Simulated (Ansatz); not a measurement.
# B₂HF₃: small, medium and large basis sets

Aim: see how fast density functionals converge with the basis set for B₂HF₃.

The runs use Ansatz 0.2.0, Gaussian basis; one geometry, several basis sets.

Levels to be run: PBE0-D4/def2-SVP; ωB97M-V/def2-SVP; PBE0-D4/def2-QZVPP; ωB97M-V/def2-QZVPP; the functionals' def2-TZVPP values are taken from earlier runs.

## Step 1: The relaxed structure

An earlier PBE0-D4 in a triple-zeta def2 set relaxation fixed the geometry.

6 atoms, charge 0, spin multiplicity 1.

Atoms are counted from 1 here; the program's logs count them from 0.

Bond lengths: F1–B2 1.322 Å, B2–B3 1.719 Å, B2–H6 1.202 Å, B3–F4 1.321 Å, B3–F5 1.321 Å. Angles: F1–B2–B3 119.8°, F1–B2–H6 116.4°, B3–B2–H6 123.9°, B2–B3–F4 121.8°, B2–B3–F5 121.8°, F4–B3–F5 116.3°.

## Step 2: PBE0-D4 in def2-SVP

in.yaml reads:

```yaml
crystal:
  periodic: [false, false, false]
  atoms:
    - {symbol: F, position_ang: [0.018769, 0.817258, 1.701293]}
    - {symbol: B, position_ang: [-0.331009, -0.076595, 0.792319]}
    - {symbol: B, position_ang: [0.317237, 0.023839, -0.796503]}
    - {symbol: F, position_ang: [1.427807, -0.605268, -1.136890]}
    - {symbol: F, position_ang: [-0.288001, 0.702861, -1.754418]}
    - {symbol: H, position_ang: [-1.102804, -0.926294, 1.147998]}
basis:
  gaussian: {orbitals: def2-SVP}
hamiltonian: {xc: pbe0, dispersion: d4}
output: {orbitals: {seedname: orbitals}}
```

Run with:

```console
$ ansatz run in.yaml --threads 2 --pin off --events-out ev --progress --plain --max-ram 4352MiB
```

The program printed:

```text
Functional definition: PBE0
  name "PBE0"
  cite "Adamo & Barone, J. Chem. Phys. 110, 6158 (1999) doi:10.1063/1.478522"
  cite "Perdew, Burke & Ernzerhof, Phys. Rev. Lett. 77, 3865 (1996) doi:10.1103/PhysRevLett.77.3865"
  parent pbe
  parameter a = 0.25
  parameter kappa = 0.804
  parameter beta = 0.06672455060314922
  exchange = (1 - a)*pbe_x(kappa = kappa, mu = beta*pi^2/3) + a*exact_x
  correlation = pbe_c(beta = beta)
810 factors; their error is unknown
mean field evaluation 1: about -9504.4598 eV, gradient 3.5e1 eV
mean field evaluation 2: about -9502.8838 eV, gradient 4.9e1 eV
mean field evaluation 4: about -9506.3151 eV, gradient 1.3e0 eV
mean field evaluation 8: about -9506.3307 eV, gradient 9.2e-3 eV
mean field -9506.33073487 eV, -349.3512108839 hartree, gradient 8.6e-5 eV, S^2 0.000000; 0 other end points of the search recorded, 0 dependent functions left out
reference -9506.33075643 eV, -349.3512116765 hartree; 19, 19 occupied and 56, 56 virtual orbitals, 810 factors
Total energy: -9506.39535796 eV, -349.3535857388 hartree
```

It took 0.75 s on 2 threads of Arm Neoverse V1, shared host.

## Step 3: ωB97M-V in def2-SVP

in.yaml: that of step 2 with these lines changed.

```diff
@@ -11,3 +11,3 @@
   gaussian: {orbitals: def2-SVP}
-hamiltonian: {xc: pbe0, dispersion: d4}
+hamiltonian: {xc: {name: wB97M-V}}
 output: {orbitals: {seedname: orbitals}}
```

The command is unchanged.

The program printed (excerpt; [...] marks lines left out):

```text
Functional definition: wB97M-V
  name "wB97M-V"
  cite "Mardirossian & Head-Gordon, J. Chem. Phys. 144, 214110 (2016) doi:10.1063/1.4952647"
  cite "Becke, J. Chem. Phys. 107, 8554 (1997) doi:10.1063/1.475007"
  cite "Vydrov & Van Voorhis, J. Chem. Phys. 133, 244103 (2010) doi:10.1063/1.3521275"
  # Of w^i u^j: cxij and so on, Table III.
[...]
  gx(w, u) = 1 - cx + cx01*u + cx10*w
  gss(w, u) = css00 + css04*u^4 + css10*w + css20*w^2 + css43*w^4*u^3
  gos(w, u) = cos00 + cos10*w + (cos20 + cos21*u)*w^2 + (cos60 + cos61*u)*w^6
[...]
      + integral(e_c_pw_mod_opposite_spin*gos(b97_w_opposite, b97_u_opposite)) + vv10(b, c)
810 factors; their error is unknown
178 factors; integrals over basis functions are off by at most 1.1e-5 eV
[...]
mean field -9513.40852718 eV, -349.6113149538 hartree, gradient 1.7e-5 eV, S^2 0.000000; 0 other end points of the search recorded, 0 dependent functions left out
reference -9513.40856219 eV, -349.6113162405 hartree; 19, 19 occupied and 56, 56 virtual orbitals, 810 factors
Total energy: -9513.40856219 eV, -349.6113162405 hartree
```

Wall time 3.3 s (2 threads of Arm Neoverse V1, shared host).

## Step 4: PBE0-D4 in def2-QZVPP

in.yaml: that of step 3 with these lines changed.

```diff
@@ -10,4 +10,4 @@
 basis:
-  gaussian: {orbitals: def2-SVP}
-hamiltonian: {xc: {name: wB97M-V}}
+  gaussian: {orbitals: "def2-QZVPP.json"}
+hamiltonian: {xc: pbe0, dispersion: d4}
 output: {orbitals: {seedname: orbitals}}
```

Same command.

The program printed:

```text
Functional definition: PBE0
  name "PBE0"
  cite "Adamo & Barone, J. Chem. Phys. 110, 6158 (1999) doi:10.1063/1.478522"
  cite "Perdew, Burke & Ernzerhof, Phys. Rev. Lett. 77, 3865 (1996) doi:10.1103/PhysRevLett.77.3865"
  parent pbe
  parameter a = 0.25
  parameter kappa = 0.804
  parameter beta = 0.06672455060314922
  exchange = (1 - a)*pbe_x(kappa = kappa, mu = beta*pi^2/3) + a*exact_x
  correlation = pbe_c(beta = beta)
1013 factors; their error is unknown
mean field evaluation 1: about -9515.8224 eV, gradient 4.3e1 eV
mean field evaluation 2: about -9513.8322 eV, gradient 6.0e1 eV
mean field evaluation 4: about -9518.3062 eV, gradient 1.5e0 eV
mean field evaluation 8: about -9518.3159 eV, gradient 1.8e-2 eV
mean field -9518.31591716 eV, -349.7916582093 hartree, gradient 3.3e-5 eV, S^2 0.000000; 0 other end points of the search recorded, 0 dependent functions left out
reference -9518.31594742 eV, -349.7916593215 hartree; 19, 19 occupied and 296, 296 virtual orbitals, 1013 factors
Total energy: -9518.38054895 eV, -349.7940333839 hartree
```

It took 4.9 s on 2 threads of Arm Neoverse V1, shared host; peak memory 0.76 GiB.

## Step 5: ωB97M-V in def2-QZVPP

in.yaml: that of step 4 with these lines changed.

```diff
@@ -11,3 +11,3 @@
   gaussian: {orbitals: "def2-QZVPP.json"}
-hamiltonian: {xc: pbe0, dispersion: d4}
+hamiltonian: {xc: {name: wB97M-V}}
 output: {orbitals: {seedname: orbitals}}
```

The command is unchanged.

The program printed (excerpt; [...] marks lines left out):

```text
Functional definition: wB97M-V
  name "wB97M-V"
  cite "Mardirossian & Head-Gordon, J. Chem. Phys. 144, 214110 (2016) doi:10.1063/1.4952647"
  cite "Becke, J. Chem. Phys. 107, 8554 (1997) doi:10.1063/1.475007"
  cite "Vydrov & Van Voorhis, J. Chem. Phys. 133, 244103 (2010) doi:10.1063/1.3521275"
  # Of w^i u^j: cxij and so on, Table III.
[...]
  gx(w, u) = 1 - cx + cx01*u + cx10*w
  gss(w, u) = css00 + css04*u^4 + css10*w + css20*w^2 + css43*w^4*u^3
  gos(w, u) = cos00 + cos10*w + (cos20 + cos21*u)*w^2 + (cos60 + cos61*u)*w^6
[...]
      + integral(e_c_pw_mod_opposite_spin*gos(b97_w_opposite, b97_u_opposite)) + vv10(b, c)
1013 factors; their error is unknown
231 factors; integrals over basis functions are off by at most 8.6e-6 eV
[...]
mean field -9525.58055628 eV, -350.0586287729 hartree, gradient 7.1e-6 eV, S^2 0.000000; 0 other end points of the search recorded, 0 dependent functions left out
reference -9525.58060891 eV, -350.0586307072 hartree; 19, 19 occupied and 296, 296 virtual orbitals, 1013 factors
Total energy: -9525.58060891 eV, -350.0586307072 hartree
```

Run time: 12 s. Hardware: 2 threads of Arm Neoverse V1, shared host; peak memory 0.93 GiB.

## Step 6: Functionals by basis

The def2-TZVPP values come from earlier runs at the same geometry.

```
functional       basis  functions  energy (eV)  from the largest (eV)  HOMO (eV)  LUMO (eV)
   PBE0-D4    def2-SVP         75   -9506.3954                 11.985      -8.80      -1.48
   PBE0-D4  def2-TZVPP        169   -9517.8760                  0.505      -8.93      -1.64
   PBE0-D4  def2-QZVPP        315   -9518.3805                  0.000      -8.95      -1.68
   ωB97M-V    def2-SVP         75   -9513.4086                 12.172     -11.08       0.67
   ωB97M-V  def2-TZVPP        169   -9525.1082                  0.472     -11.23       0.38
   ωB97M-V  def2-QZVPP        315   -9525.5806                  0.000     -11.26       0.27
```

## Step 7: Summary of results

| quantity | value |
| --- | --- |
| PBE0-D4: double and triple zeta above quadruple | 11.99, 0.50 eV |
| ωB97M-V: double and triple zeta above quadruple | 12.17, 0.47 eV |

What this shows: For PBE0-D4 the step from double to triple zeta gains 11.48 eV and the next only 0.50 eV. These are total energies; as a rule much of such shifts cancels in differences, which this series doesn't test.

For PBE0-D4 the largest set took about 6 times as long as the smallest (4.9 s against 0.75 s).
